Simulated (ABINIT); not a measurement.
Input of an ABINIT 10.8.3 (patched build) run:

Contents of run.abi:

```
# Datasets: ground state, then fixed potential
ndtset 2

# Pseudopotentials
pp_dirpath "./"
pseudos "Si.upf, Te.upf"

# Structure
acell 3*1.0
rprim
     7.8810272137     0.0000000000     0.0000000000
    -3.9405136069     6.8251805361     0.0000000000
     0.0000000000     0.0000000000     8.0563749008
ntypat 2
znucl 14 52
natom 3
typat 1 1 2
xcart
    -0.0000208523     2.4078320391     2.1316250000
     2.0852508523     1.2038979609     2.1316250000
     0.0000000000     0.0000000000     0.0000000000 Angstrom

# Plane-wave basis
ecut 53.0

# Exchange and correlation
ixc 11

# Bands and occupations
occopt 3
tsmear 0.00183747

# SCF cycle
nstep 100

# Output
iomode 3
prtwf 0
prteig 0
prtebands 0
enunit 1
prtden1 1
prtvha1 1
prtvclmb1 1
prtpot1 1
prtelf1 1

# Dataset 1
kptopt1 1
ngkpt1 7 7 6
nshiftk1 1
shiftk1 0.0 0.0 0.0
nband1 20
tolvrs1 1.0e-10

# Dataset 2: bands along G-M-K-G-A-L-H-A
iscf2 -2
getden2 1
nband2 26
nbdbuf2 4
tolwfr2 1.0e-11
kptopt2 -7
ndivsm2 6
prteig2 1
prtvol2 -3
kptbounds2
     0.0000000000     0.0000000000     0.0000000000
     0.5000000000     0.0000000000     0.0000000000
     0.3333333333     0.3333333333     0.0000000000
     0.0000000000     0.0000000000     0.0000000000
     0.0000000000     0.0000000000     0.5000000000
     0.5000000000     0.0000000000     0.5000000000
     0.3333333333     0.3333333333     0.5000000000
     0.0000000000     0.0000000000     0.5000000000
```

Potentials or basis: PseudoDojo NC SR PBE v0.4 stringent.

The run is started by

```sh
$ abinit run.abi > log 2>&1
```

(1) Predict the pressure.

(2) Predict the band gap on the k mesh.

Results:

(1) -0.2 GPa.

(2) none (metal or under the smearing width).

Caveat: spin-orbit coupling is left out, which moves the levels of the heavy elements.
